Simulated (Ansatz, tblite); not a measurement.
# (H3Ge)2CH2 (CH₈Ge₂): which spin state is lowest

Is the singlet the ground state of (H3Ge)2CH2 (CH₈Ge₂)? Other spin states are computed and compared level by level.

Program: Ansatz 0.2.0, Gaussian basis. Level of theory: as each input shows. These are calculated values, not measurements.

Plan: triplet, at the geometry of the singlet (GFN1-xTB, GFN2-xTB, PBE0-D4/def2-TZVP, PBE-D4/def2-TZVP, r2SCAN-D4/def2-TZVP); the singlet's energies come from earlier runs.

## 1. The geometry

The geometry is that of the singlet, from an earlier relaxation (r2SCAN-D4/def2-SVP).

11 atoms, charge 0, spin multiplicity 1.

Bond lengths: Ge1–H2 1.538 Å, Ge1–H3 1.538 Å, Ge1–H4 1.537 Å, Ge1–C5 1.958 Å, C5–Ge6 1.958 Å, C5–H10 1.103 Å, C5–H11 1.103 Å, Ge6–H7 1.537 Å, Ge6–H8 1.538 Å, Ge6–H9 1.538 Å. Angles: H2–Ge1–H3 108.9°, H2–Ge1–H4 108.9°, H2–Ge1–C5 110.4°, H3–Ge1–H4 108.8°, H3–Ge1–C5 109.9°, H4–Ge1–C5 109.9°, Ge1–C5–Ge6 114.3°, Ge1–C5–H10 108.8°, Ge1–C5–H11 108.8°, Ge6–C5–H10 108.8°, Ge6–C5–H11 108.8°, H10–C5–H11 107.1°, C5–Ge6–H7 109.9°, C5–Ge6–H8 109.9°, C5–Ge6–H9 110.4°, H7–Ge6–H8 108.8°, H7–Ge6–H9 108.9°, H8–Ge6–H9 108.9°.

## 2. Triplet at the fixed geometry, GFN1-xTB

Tight binding, by tblite at 300 K electronic temperature and without a spin-polarisation term:

```python
tblite.interface.Calculator('GFN1-xTB', numbers, positions, charge=0, uhf=2).singlepoint()
```

Energy -259.3897 eV; 0.006 s.

## 3. Triplet at the fixed geometry, GFN2-xTB

Tight binding, by tblite at 300 K electronic temperature and without a spin-polarisation term:

```python
tblite.interface.Calculator('GFN2-xTB', numbers, positions, charge=0, uhf=2).singlepoint()
```

Energy -265.1915 eV; 0.005 s.

## 4. Triplet at the fixed geometry, PBE0-D4/def2-TZVP

Input file in.yaml:

```yaml
crystal:
  periodic: [false, false, false]
  atoms:
    - {symbol: Ge, position_ang: [-0.951858, -1.308270, 0.388819]}
    - {symbol: H, position_ang: [-1.611790, -1.817939, 1.681594]}
    - {symbol: H, position_ang: [0.011049, -2.385554, -0.136913]}
    - {symbol: H, position_ang: [-2.043956, -1.064109, -0.665490]}
    - {symbol: C, position_ang: [0.027050, 0.352559, 0.729783]}
    - {symbol: Ge, position_ang: [0.935173, 1.090322, -0.839897]}
    - {symbol: H, position_ang: [1.969337, 0.082215, -1.367232]}
    - {symbol: H, position_ang: [-0.088291, 1.375955, -1.951228]}
    - {symbol: H, position_ang: [1.655617, 2.400316, -0.477386]}
    - {symbol: H, position_ang: [0.775282, 0.168692, 1.518510]}
    - {symbol: H, position_ang: [-0.677611, 1.105802, 1.119449]}
basis:
  gaussian: {orbitals: def2-TZVP}
magnetization: {spin_polarized: true, initial_magnetization: 2}
hamiltonian: {xc: pbe0, dispersion: d4}
scf: {omitted_lower_state_checks: [starts]}
output: {orbitals: {seedname: orbitals}}
```

The run is started by

```bash
> ansatz run in.yaml --threads 4 --pin off --events-out ev --progress --plain --max-ram 3916MiB
```

Log:

```text
Functional definition: PBE0
  name "PBE0"
  cite "Adamo & Barone, J. Chem. Phys. 110, 6158 (1999) doi:10.1063/1.478522"
  cite "Perdew, Burke & Ernzerhof, Phys. Rev. Lett. 77, 3865 (1996) doi:10.1103/PhysRevLett.77.3865"
  parent pbe
  parameter a = 0.25
  parameter kappa = 0.804
  parameter beta = 0.06672455060314922
  exchange = (1 - a)*pbe_x(kappa = kappa, mu = beta*pi^2/3) + a*exact_x
  correlation = pbe_c(beta = beta)
these checks for a lower state are left out or cut short: starts
1334 factors; their error is unknown
mean field evaluation 1: about -114172.7194 eV, gradient 4.1e1 eV
mean field evaluation 2: about -114158.2741 eV, gradient 6.0e1 eV
mean field evaluation 4: about -114180.2851 eV, gradient 6.8e0 eV
mean field evaluation 8: about -114180.5421 eV, gradient 2.7e-1 eV
mean field evaluation 16: about -114181.0765 eV, gradient 4.2e-3 eV
mean field evaluation 32: about -114181.0765 eV, gradient 2.6e-5 eV
mean field -114181.07652257 eV, -4196.0771674911 hartree, gradient 2.6e-5 eV, S^2 2.007599; 0 other end points of the search recorded, 0 dependent functions left out
reference -114181.07656264 eV, -4196.0771689635 hartree; 40, 38 occupied and 135, 137 virtual orbitals, 1334 factors
Total energy: -114181.25876817 eV, -4196.0838648934 hartree
Checks for a lower state left out: starts
```

Wall time 7.5 s (4 threads of Arm Neoverse V1, shared host); peak memory 0.68 GiB.

HOMO -1.68 eV, LUMO -7.04 eV (over both spins; with the spin held, an empty level of the minority spin lies below the top filled one); ⟨S²⟩ 2.008 (pure: 2.00).

## 5. Triplet at the fixed geometry, PBE-D4/def2-TZVP

start.molden holds the orbitals of an earlier run on this state, given as this run's starting guess.

Edit in.yaml of step 4 so:

```diff
@@ -15,5 +15,5 @@
 basis:
-  gaussian: {orbitals: def2-TZVP}
+  gaussian: {orbitals: def2-TZVP, initial_orbitals: start.molden}
 magnetization: {spin_polarized: true, initial_magnetization: 2}
-hamiltonian: {xc: pbe0, dispersion: d4}
+hamiltonian: {xc: pbe, dispersion: d4}
 scf: {omitted_lower_state_checks: [starts]}
```

Same command.

Log:

```text
Functional definition: PBE
  name "PBE"
  cite "Perdew, Burke & Ernzerhof, Phys. Rev. Lett. 77, 3865 (1996) doi:10.1103/PhysRevLett.77.3865"
  parent pbe
  parameter kappa = 0.804
  parameter beta = 0.06672455060314922
  exchange = pbe_x(kappa = kappa, mu = beta*pi^2/3)
  correlation = pbe_c(beta = beta)
these checks for a lower state are left out or cut short: starts
1248 factors; their error is unknown
mean field evaluation 1: about -114177.8743 eV, gradient 8.6e0 eV
mean field evaluation 2: about -114178.0233 eV, gradient 2.2e-1 eV
mean field evaluation 4: about -114177.9948 eV, gradient 4.1e-2 eV
mean field evaluation 8: about -114177.9948 eV, gradient 3.0e-5 eV
mean field -114177.99483307 eV, -4195.9639174908 hartree, gradient 6.8e-6 eV, S^2 2.004546; 0 other end points of the search recorded, 0 dependent functions left out
reference -114177.99488640 eV, -4195.9639194505 hartree; 40, 38 occupied and 135, 137 virtual orbitals, 1248 factors
Total energy: -114178.20955298 eV, -4195.9718083017 hartree
Checks for a lower state left out: starts
```

It took 4 s on 4 threads of Arm Neoverse V1, shared host.

HOMO -1.19 eV, LUMO -7.81 eV (over both spins; with the spin held, an empty level of the minority spin lies below the top filled one); ⟨S²⟩ 2.005 (pure: 2.00).

## 6. Triplet at the fixed geometry, r2SCAN-D4/def2-TZVP

Edit in.yaml of step 5 so:

```diff
@@ -17,3 +17,3 @@
 magnetization: {spin_polarized: true, initial_magnetization: 2}
-hamiltonian: {xc: pbe, dispersion: d4}
+hamiltonian: {xc: r2scan, dispersion: d4}
 scf: {omitted_lower_state_checks: [starts]}
```

Same command.

Log:

```text
Functional definition: r2SCAN
  name "r2SCAN"
  cite "Furness, Kaplan, Ning, Perdew & Sun, J. Phys. Chem. Lett. 11, 8208 (2020) doi:10.1021/acs.jpclett.0c02405"
  cite "Furness, Kaplan, Ning, Perdew & Sun, J. Phys. Chem. Lett. 11, 9248 (2020) doi:10.1021/acs.jpclett.0c03077"
  parent r2scan
  parameter k0 = 0.174
  parameter k1 = 0.065
  parameter a1 = 4.9479
  exchange = r2scan_x(k0 = k0, k1 = k1, a1 = a1)
  correlation = r2scan_c
these checks for a lower state are left out or cut short: starts
1248 factors; their error is unknown
mean field evaluation 1: about -114195.7067 eV, gradient 5.9e0 eV
mean field evaluation 2: about -114195.7652 eV, gradient 9.0e-2 eV
mean field evaluation 4: about -114195.7407 eV, gradient 2.6e-3 eV
mean field evaluation 8: about -114195.7407 eV, gradient 4.6e-5 eV
mean field -114195.74074641 eV, -4196.6160677774 hartree, gradient 7.1e-6 eV, S^2 2.010229; 0 other end points of the search recorded, 0 dependent functions left out
reference -114195.74076303 eV, -4196.6160683883 hartree; 40, 38 occupied and 135, 137 virtual orbitals, 1248 factors
Total energy: -114195.79226082 eV, -4196.6179608971 hartree
Checks for a lower state left out: starts
```

Run time: 8.5 s. Hardware: 4 threads of Arm Neoverse V1, shared host.

HOMO -1.28 eV, LUMO -7.69 eV (over both spins; with the spin held, an empty level of the minority spin lies below the top filled one); ⟨S²⟩ 2.010 (pure: 2.00).

## 7. Triplet less singlet, vertical

The singlet's energies are those of its earlier runs, whose logs aren't repeated here.

```tsv
level	triplet less singlet, vertical (eV)	time
GFN1-xTB	+5.303	0.012 s
GFN2-xTB	+7.895	0.008 s
PBE-D4/def2-TZVP	+6.825	5.9 s
r2SCAN-D4/def2-TZVP	+7.039	12 s
PBE0-D4/def2-TZVP	+7.197	9.8 s
```

Times add the two runs; a level without a time comes out of a correlated run. Tight binding without a spin term can't rank spin states.

## 8. Summary of results

```
                                                quantity                                   value
triplet less singlet, vertical, functionals in def2-TZVP  +6.825 (PBE-D4) to +7.197 eV (PBE0-D4)
```

All functionals put the triplet above the singlet, over a spread of 0.372 eV. The checks for a lower triplet were left out, so another state of that spin may lie lower. These are electronic energies, without zero-point motion, entropy or surroundings.
